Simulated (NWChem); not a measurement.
# Plane-wave run on NaCl (space group Fm-3m)

```yaml
crystal:
  lattice:
    - [0.00000, 2.79406, 2.79406]
    - [2.79406, 0.00000, 2.79406]
    - [2.79406, 2.79406, 0.00000]
  atoms:
    - { symbol: Na, position: [0.00000, 0.00000, 0.00000] }
    - { symbol: Cl, position: [0.50000, 0.50000, 0.50000] }
```

Everything below was run with NWChem. Origin of the cell: Materials Project cell, not relaxed here.

Norm-conserving pseudopotentials with valence charges Na 1, Cl 7, fixed occupations, no spin-orbit coupling, density cut at twice the wavefunction cutoff.

Level: LDA (Vosko), Troullier-Martins, cutoff 30 Ha, density from a 4×4×4 mesh. Bands run along Γ–X–U|K–Γ–L–W–X with k in units of the cell's reciprocal vectors.

### Question
What gap does the band structure show, and how wide is the group of occupied bands?

### Answer
It shows a direct gap along this path of 4.73 eV at Γ. The 4 occupied bands reach 12.7 eV below the valence-band top.
